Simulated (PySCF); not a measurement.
# hexafluoropropylene (C₃F₆): electronic excitations at several levels of theory

How much do the electronic excitations of hexafluoropropylene (C₃F₆) (`FC(F)=C(F)C(F)(F)F`) depend on the level of theory, and what does each level cost?

The runs use PySCF 2.14.0, with density-fitted response routines of our own; the level of theory stands in each step. All values are computed, except where a source is named. Atoms count from 0, in the outputs and in this text.

### Step 1. The starting structure

9 atoms, charge 0, multiplicity 1; geometry from: GFN2-xTB. The atoms were then displaced at random by about 0.01 Å, so the start is not that level's minimum.

Bonds of the start (Å): F0–C1 1.29, C1–F2 1.30, C1–C3 1.30, C3–F4 1.33, C3–C5 1.55, C5–F6 1.33, C5–F7 1.33, C5–F8 1.31.

### Step 2. Relaxing the molecule at PBE0-D3(BJ)/def2-SVP

Job settings and geometry (Å):

```
{"job": {"xc": "PBE0", "basis": "def2-SVP", "d3": "d3bj", "grid": 1, "shake": 0.01, "kind": "geom"}, "charge": 0, "multiplicity": 1}
F      1.172450     0.966930    -1.463550
C      1.294890     0.450910    -0.283960
F      2.519850     0.554330     0.126590
C      0.357530    -0.118820     0.415210
F      0.578280    -0.645710     1.615400
C     -1.124510    -0.266240    -0.015610
F     -1.936910     0.361720     0.821960
F     -1.472620    -1.548430    -0.037010
F     -1.331160     0.228160    -1.212740
```

Command:

```
> OMP_NUM_THREADS=1 python probes_run.py task.json out
```

One launch serves the whole session: the jobs run in the order shown.

Log:

```text
step   0  E = -712.09662701  max force = 0.065399
step   1  E = -712.09864661  max force = 0.012987
step   2  E = -712.09878447  max force = 0.009467
step   3  E = -712.10035675  max force = 0.003784
step   4  E = -712.10051764  max force = 0.002085
step   5  E = -712.10051343  max force = 0.003197
step   6  E = -712.10058937  max force = 0.000428
step   7  E = -712.10059151  max force = 0.000224
optimisation converged
```

It took 51 s on 1 thread of Arm Neoverse V2, shared host; peak memory 0.51 GiB.

Along the way:

```csv
step,energy from step 0 (eV),largest force component (eV/Å)
0,0.0000,3.3630
1,-0.0550,0.6678
2,-0.0587,0.4868
3,-0.1015,0.1946
4,-0.1059,0.1072
5,-0.1058,0.1644
6,-0.1078,0.0220
7,-0.1079,0.0115
```

Distances of close pairs at the start and the end, largest changes first:

```csv
bond,before (Å),after (Å),change (Å)
C3–C5,1.550,1.500,-0.051
C1–C3,1.301,1.335,+0.034
C5–F8,1.312,1.328,+0.016
C5–F6,1.325,1.333,+0.008
F0–C1,1.293,1.300,+0.006
C1–F2,1.296,1.301,+0.005
C5–F7,1.329,1.331,+0.002
C3–F4,1.329,1.328,-0.002
```

The next job starts from the end point, and lists it.

```csv
at the end point,value
point group (found at 0.08 Å tolerance),C1
"rotational constants (GHz, main isotopes)","2.571, 1.263, 0.992"
dipole moment (D),1.06
```

### Step 3. Ultraviolet spectrum: PBE0/def2-SVP

Job settings and geometry (Å):

```
{"job": {"kind": "uv", "xc": "PBE0", "basis": "def2-SVP"}, "charge": 0, "multiplicity": 1}
F      1.191459     0.837770    -1.542355
C      1.328115     0.157054    -0.443648
F      2.574352    -0.097450    -0.169357
C      0.323285    -0.246916     0.337274
F      0.591039    -0.926318     1.446005
C     -1.139163     0.008172     0.125850
F     -1.615083     0.833748     1.058159
F     -1.818795    -1.132545     0.220409
F     -1.374865     0.545807    -1.065356
```

Method: TDDFT PBE0/def2-SVP, vertical, gas phase, core orbitals frozen in the response.

Log:

```text
coarse grid: 9776 points
cycle   1  E = -711.7777599019  dE =  1.748e+00  |g| = 1.142e+00  |ddm| = 3.506e+00
cycle   2  E = -711.5073978788  dE =  2.704e-01  |g| = 1.739e+00  |ddm| = 2.136e+00
cycle   3  E = -712.0008138004  dE = -4.934e-01  |g| = 9.559e-02  |ddm| = 1.341e+00
cycle   4  E = -712.0017964555  dE = -9.827e-04  |g| = 5.847e-02  |ddm| = 1.062e-01
cycle   5  E = -712.0024038880  dE = -6.074e-04  |g| = 9.230e-03  |ddm| = 4.985e-02
cycle   6  E = -712.0024172454  dE = -1.336e-05  |g| = 3.738e-03  |ddm| = 1.116e-02
cycle   7  E = -712.0024201868  dE = -2.941e-06  |g| = 9.854e-04  |ddm| = 4.224e-03
final grid: 103248 points
cycle   8  E = -712.0953880254  dE = -3.067e-05  |g| = 6.865e-03  |ddm| = 1.871e-02
cycle   9  E = -712.0953789542  dE =  9.071e-06  |g| = 1.019e-02  |ddm| = 1.200e-02
cycle  10  E = -712.0953961870  dE = -1.723e-05  |g| = 3.138e-04  |ddm| = 7.249e-03
cycle  11  E = -712.0953961973  dE = -1.035e-08  |g| = 2.146e-04  |ddm| = 4.108e-04
cycle  12  E = -712.0953962053  dE = -7.987e-09  |g| = 2.944e-05  |ddm| = 1.815e-04
cycle  13  E = -712.0953962055  dE = -1.519e-10  |g| = 1.439e-05  |ddm| = 3.862e-05
converged SCF energy = -712.0953962055

Static polarisability (au): isotropic 31.959, principal 23.134 30.027 42.715

Singlet excitations
state   eV       nm        f      main configurations
  1   7.3510    168.7   0.00261   H->L+1 0.99
  2   7.8033    158.9   0.40770   H->L 0.96
  3   9.2438    134.1   0.00336   H-1->L 0.95
  4   9.8090    126.4   0.04272   H->L+2 0.96
  5  10.3699    119.6   0.00223   H-2->L 0.98
  6  10.5518    117.5   0.00047   H-3->L 0.78, H-5->L 0.17
  7  10.8287    114.5   0.01870   H-1->L+1 0.92
  8  10.8803    114.0   0.01608   H-4->L 0.95
  9  11.0872    111.8   0.00014   H->L+3 0.76, H-5->L 0.13
 10  11.1176    111.5   0.00006   H-5->L 0.59, H->L+3 0.20, H-3->L 0.14

Triplet excitations (Tamm-Dancoff, eV): 4.3795 6.7381 8.7386 8.9971
```

It took 22 s on 1 thread of Arm Neoverse V2, shared host; peak memory 0.64 GiB.

The orbitals next to the gap, with their largest atomic shares:

```csv
orbital,eV,atoms
HOMO−3,-12.57,"F7 36 %, F8 26 %, F6 12 %"
HOMO−2,-12.09,"F6 38 %, F7 36 %, F8 26 %"
HOMO−1,-11.34,"F4 29 %, C3 15 %, F8 14 %"
HOMO,-8.11,"C3 37 %, C1 26 %, F4 15 %"
LUMO,-0.36,"C1 42 %, C3 30 %, C5 8 %"
LUMO+1,1.33,"C3 31 %, C1 22 %, F4 14 %"
LUMO+2,3.41,"C1 60 %, F0 16 %, C3 11 %"
```

With each of the 10 states as a Gaussian band of 0.4 eV half-width at 1/e, the curve within the window shown has maxima at 159 nm (ε 17,000), 127 nm (ε 1,800), 115 nm (ε 1,400) L/(mol cm). Beyond the last state computed it falls off for lack of states. The curve at chosen wavelengths:

nm, ε (L/mol/cm) and a bar:
```
      109        198 
      112        942 ##
      115       1439 ###
      118        931 ##
      121        713 #
      124       1340 ##
      127       1761 ###
      130       1273 ##
      133        593 #
      136        237 
      139         99 
      142         89 
      145        408 #
      148       1778 ###
      151       5201 #########
      154      10503 ###################
      157      15225 ############################
      160      16422 ##############################
      163      13616 #########################
      166       8942 ################
      169       4785 #########
      172       2146 ####
      175        831 #
      178        287 
      181         92 
      184         28
```

Ground-state properties from the same run:

```csv
property,computed
dipole moment (D),1.06
polarisability (Å³),4.74
HOMO–LUMO gap (eV),7.76
−ε(HOMO) (eV),8.11
```

### Step 4. Ultraviolet spectrum: PBE0/def2-TZVP

The job, as its differences from that of step 3:

```diff
@@ -1,2 +1,2 @@
-{"job": {"kind": "uv", "xc": "PBE0", "basis": "def2-SVP"}, "charge": 0, "multiplicity": 1}
+{"job": {"kind": "uv", "xc": "PBE0", "basis": "def2-TZVP"}, "charge": 0, "multiplicity": 1}
 F      1.191459     0.837770    -1.542355
```

With the program's defaults for keys left out, this is: TDDFT PBE0/def2-TZVP, vertical, gas phase, core orbitals frozen in the response.

Log:

```text
coarse grid: 9776 points
cycle   1  E = -712.7308802561  dE =  1.827e+00  |g| = 1.134e+00  |ddm| = 3.053e+00
cycle   2  E = -712.4589595532  dE =  2.719e-01  |g| = 1.788e+00  |ddm| = 1.307e+00
cycle   3  E = -712.9321178991  dE = -4.732e-01  |g| = 1.004e-01  |ddm| = 8.134e-01
cycle   4  E = -712.9330402004  dE = -9.223e-04  |g| = 6.635e-02  |ddm| = 9.593e-02
cycle   5  E = -712.9337437114  dE = -7.035e-04  |g| = 1.130e-02  |ddm| = 4.208e-02
cycle   6  E = -712.9337623314  dE = -1.862e-05  |g| = 3.650e-03  |ddm| = 1.004e-02
cycle   7  E = -712.9337647704  dE = -2.439e-06  |g| = 1.266e-03  |ddm| = 3.347e-03
final grid: 103248 points
cycle   8  E = -712.9507231705  dE = -1.035e-04  |g| = 5.010e-03  |ddm| = 4.582e-02
cycle   9  E = -712.9507191163  dE =  4.054e-06  |g| = 7.146e-03  |ddm| = 6.329e-03
cycle  10  E = -712.9507273977  dE = -8.281e-06  |g| = 6.007e-04  |ddm| = 3.809e-03
cycle  11  E = -712.9507274391  dE = -4.144e-08  |g| = 2.867e-04  |ddm| = 6.173e-04
cycle  12  E = -712.9507274509  dE = -1.177e-08  |g| = 1.112e-04  |ddm| = 2.265e-04
cycle  13  E = -712.9507274527  dE = -1.874e-09  |g| = 1.795e-05  |ddm| = 7.794e-05
cycle  14  E = -712.9507274528  dE = -5.093e-11  |g| = 8.815e-06  |ddm| = 1.762e-05
converged SCF energy = -712.9507274528

Static polarisability (au): isotropic 39.192, principal 29.903 37.679 49.995

Singlet excitations
state   eV       nm        f      main configurations
  1   7.0929    174.8   0.00334   H->L+1 0.98
  2   7.6605    161.8   0.39850   H->L 0.96
  3   8.4109    147.4   0.03194   H->L+2 0.97
  4   9.3160    133.1   0.00903   H-1->L 0.96
  5  10.2198    121.3   0.01113   H->L+3 0.93
  6  10.4291    118.9   0.00160   H-2->L 0.94
  7  10.5981    117.0   0.01720   H-1->L+1 0.89
  8  10.6103    116.9   0.00077   H-3->L 0.80, H-5->L 0.15
  9  10.7082    115.8   0.00063   H->L+4 0.89, H->L+5 0.09
 10  10.9392    113.3   0.01670   H-4->L 0.97

Triplet excitations (Tamm-Dancoff, eV): 4.3799 6.4908 7.8751 8.8182
```

Wall time 82 s (1 thread of Arm Neoverse V2, shared host); peak memory 1.1 GiB.

Key values: HOMO -8.22 eV, LUMO -0.44 eV; lowest singlet 7.09 eV.

### Step 5. TDDFT and polarisability: PBE0/aug-cc-pVDZ

The job, as its differences from that of step 4:

```diff
@@ -1,2 +1,2 @@
-{"job": {"kind": "uv", "xc": "PBE0", "basis": "def2-TZVP"}, "charge": 0, "multiplicity": 1}
+{"job": {"kind": "uv", "xc": "PBE0", "basis": "aug-cc-pVDZ"}, "charge": 0, "multiplicity": 1}
 F      1.191459     0.837770    -1.542355
```

With the program's defaults for keys left out, this is: TDDFT PBE0/aug-cc-pVDZ, vertical, gas phase, core orbitals frozen in the response.

Log:

```text
coarse grid: 9776 points
cycle   1  E = -712.5431231579  dE =  1.849e+00  |g| = 1.034e+00  |ddm| = 6.098e+00
cycle   2  E = -712.3146142184  dE =  2.285e-01  |g| = 1.601e+00  |ddm| = 3.905e+00
cycle   3  E = -712.7272667206  dE = -4.127e-01  |g| = 9.852e-02  |ddm| = 2.432e+00
cycle   4  E = -712.7284147164  dE = -1.148e-03  |g| = 5.364e-02  |ddm| = 2.080e-01
cycle   5  E = -712.7289049072  dE = -4.902e-04  |g| = 1.172e-02  |ddm| = 8.491e-02
cycle   6  E = -712.7289281312  dE = -2.322e-05  |g| = 3.155e-03  |ddm| = 2.082e-02
cycle   7  E = -712.7289300280  dE = -1.897e-06  |g| = 1.184e-03  |ddm| = 6.621e-03
final grid: 103248 points
cycle   8  E = -712.7343389197  dE = -4.720e-05  |g| = 7.540e-03  |ddm| = 1.192e-01
cycle   9  E = -712.7343269486  dE =  1.197e-05  |g| = 1.156e-02  |ddm| = 3.014e-02
cycle  10  E = -712.7343488761  dE = -2.193e-05  |g| = 4.264e-04  |ddm| = 1.575e-02
cycle  11  E = -712.7343488955  dE = -1.942e-08  |g| = 2.978e-04  |ddm| = 1.227e-03
cycle  12  E = -712.7343489094  dE = -1.396e-08  |g| = 4.287e-05  |ddm| = 3.741e-04
cycle  13  E = -712.7343489097  dE = -2.833e-10  |g| = 1.457e-05  |ddm| = 1.013e-04
converged SCF energy = -712.7343489097

Static polarisability (au): isotropic 42.447, principal 32.964 40.911 53.465

Singlet excitations
state   eV       nm        f      main configurations
  1   6.7967    182.4   0.00714   H->L+1 0.69, H->L+2 0.25
  2   7.2660    170.6   0.01024   H->L+2 0.66, H->L+1 0.28
  3   7.5925    163.3   0.38650   H->L 0.95
  4   8.2364    150.5   0.00361   H->L+3 0.94
  5   8.4466    146.8   0.00542   H->L+4 0.97
  6   8.7914    141.0   0.00138   H->L+5 0.72, H->L+8 0.13
  7   9.2510    134.0   0.00088   H-1->L 0.50, H->L+8 0.26
  8   9.3482    132.6   0.01589   H-1->L 0.39, H->L+6 0.30, H->L+8 0.16
  9   9.3759    132.2   0.00004   H->L+6 0.59, H->L+8 0.27
 10   9.5614    129.7   0.01330   H->L+7 0.87, H->L+8 0.10

Triplet excitations (Tamm-Dancoff, eV): 4.3749 6.3146 6.9792 8.1804
```

Run time: 47 s. Hardware: 1 thread of Arm Neoverse V2, shared host; peak memory 0.88 GiB.

This run: HOMO -8.28 eV, LUMO -0.54 eV; lowest singlet 6.80 eV.

### Step 6. Excited states and response: PBE0/6-31+G*

The job, as its differences from that of step 5:

```diff
@@ -1,2 +1,2 @@
-{"job": {"kind": "uv", "xc": "PBE0", "basis": "aug-cc-pVDZ"}, "charge": 0, "multiplicity": 1}
+{"job": {"kind": "uv", "xc": "PBE0", "basis": "6-31+G*"}, "charge": 0, "multiplicity": 1}
 F      1.191459     0.837770    -1.542355
```

Method: TDDFT PBE0/6-31+G*, vertical, gas phase, core orbitals frozen in the response.

Log:

```text
coarse grid: 9776 points
cycle   1  E = -712.4693043539  dE =  1.842e+00  |g| = 1.009e+00  |ddm| = 3.565e+00
cycle   2  E = -712.2574704052  dE =  2.118e-01  |g| = 1.553e+00  |ddm| = 1.937e+00
cycle   3  E = -712.6498890360  dE = -3.924e-01  |g| = 9.540e-02  |ddm| = 1.244e+00
cycle   4  E = -712.6510109833  dE = -1.122e-03  |g| = 5.103e-02  |ddm| = 1.069e-01
cycle   5  E = -712.6514498251  dE = -4.388e-04  |g| = 1.131e-02  |ddm| = 5.195e-02
cycle   6  E = -712.6514721865  dE = -2.236e-05  |g| = 2.805e-03  |ddm| = 1.168e-02
cycle   7  E = -712.6514736475  dE = -1.461e-06  |g| = 1.195e-03  |ddm| = 3.686e-03
final grid: 103248 points
cycle   8  E = -712.6641919792  dE = -2.585e-05  |g| = 9.047e-03  |ddm| = 4.534e-02
cycle   9  E = -712.6641748844  dE =  1.709e-05  |g| = 1.383e-02  |ddm| = 1.781e-02
cycle  10  E = -712.6642059342  dE = -3.105e-05  |g| = 4.667e-04  |ddm| = 1.038e-02
cycle  11  E = -712.6642059616  dE = -2.745e-08  |g| = 2.630e-04  |ddm| = 5.644e-04
cycle  12  E = -712.6642059728  dE = -1.120e-08  |g| = 3.511e-05  |ddm| = 2.061e-04
cycle  13  E = -712.6642059730  dE = -1.969e-10  |g| = 1.476e-05  |ddm| = 4.015e-05
converged SCF energy = -712.6642059730

Static polarisability (au): isotropic 39.958, principal 30.438 38.144 51.294

Singlet excitations
state   eV       nm        f      main configurations
  1   6.8204    181.8   0.00770   H->L+1 0.69, H->L+2 0.27
  2   7.3323    169.1   0.01438   H->L+2 0.68, H->L+1 0.29
  3   7.6378    162.3   0.40224   H->L 0.95
  4   8.4772    146.3   0.00346   H->L+3 0.96
  5   8.6511    143.3   0.00580   H->L+4 0.97
  6   9.1174    136.0   0.00171   H->L+5 0.70
  7   9.3058    133.2   0.00487   H-1->L 0.89
  8   9.6040    129.1   0.01125   H->L+6 0.64, H->L+5 0.10, H->L+8 0.09
  9   9.6149    129.0   0.00150   H->L+6 0.31, H->L+7 0.28, H->L+8 0.25
 10   9.8498    125.9   0.01310   H->L+8 0.51, H->L+7 0.46

Triplet excitations (Tamm-Dancoff, eV): 4.3592 6.3223 7.0427 8.3845
```

Run time: 33 s. Hardware: 1 thread of Arm Neoverse V2, shared host; peak memory 0.76 GiB.

In short: HOMO -8.34 eV, LUMO -0.61 eV; lowest singlet 6.82 eV.

### Step 7. Side by side: electronic excitations

Excitations and ground-state properties, with basis size and wall time:

```csv
run,lowest singlet (eV),brightest (eV),f,gap (eV),α (Å³),μ (D),functions,time
PBE0/def2-SVP,7.35,7.80,0.408,7.76,4.74,1.06,126,22 s
PBE0/def2-TZVP,7.09,7.66,0.399,7.78,5.81,1.07,279,82 s
PBE0/aug-cc-pVDZ,6.80,7.59,0.387,7.74,6.29,1.05,207,47 s
PBE0/6-31+G*,6.82,7.64,0.402,7.73,5.92,1.07,162,33 s
```

### Step 8. Outcome

| quantity | value |
| --- | --- |
| point group | C1 |
| rotational constants (main isotopes) | 2.57, 1.26, 0.99 GHz |
| lowest singlet (PBE0/def2-SVP) | 7.35 eV (169 nm), f = 0.003 |
| brightest single state of those computed | state 2, 7.80 eV, f = 0.408 |
| lowest triplet | 4.38 eV |
| range of the lowest singlet | 6.80 to 7.35 eV |

Single values in the summary come from the first sound run of each kind (PBE0/def2-SVP), which need not be the best level. The start of the PBE0/def2-SVP relaxation was shaken at random by about 0.01 Å, so part of the energy gained, and of the first lengths quoted, undoes that. The optimisation took 7 steps and gained 0.108 eV; among the close pairs (by a distance rule), C3–C5 changed most, from 1.550 to 1.500 Å. No frequency check was run at this level, so the end point may be a saddle. The first singlet state (HOMO→LUMO+1 0.99) lies at 7.35 eV and is weak; of the 10 states computed, the strongest absorption comes from state 2 at 7.80 eV. The lowest triplet lies 2.97 eV below the lowest singlet (triplets in Tamm-Dancoff, singlets in full TDDFT). The basis of PBE0/def2-SVP has no diffuse functions, so Rydberg states are missing and the high states are unreliable. The lowest singlet runs from 6.80 eV (PBE0/aug-cc-pVDZ) to 7.35 eV (PBE0/def2-SVP), while the orbital gap spans 7.73 to 7.78 eV. The lowest state need not be the same one in every run.
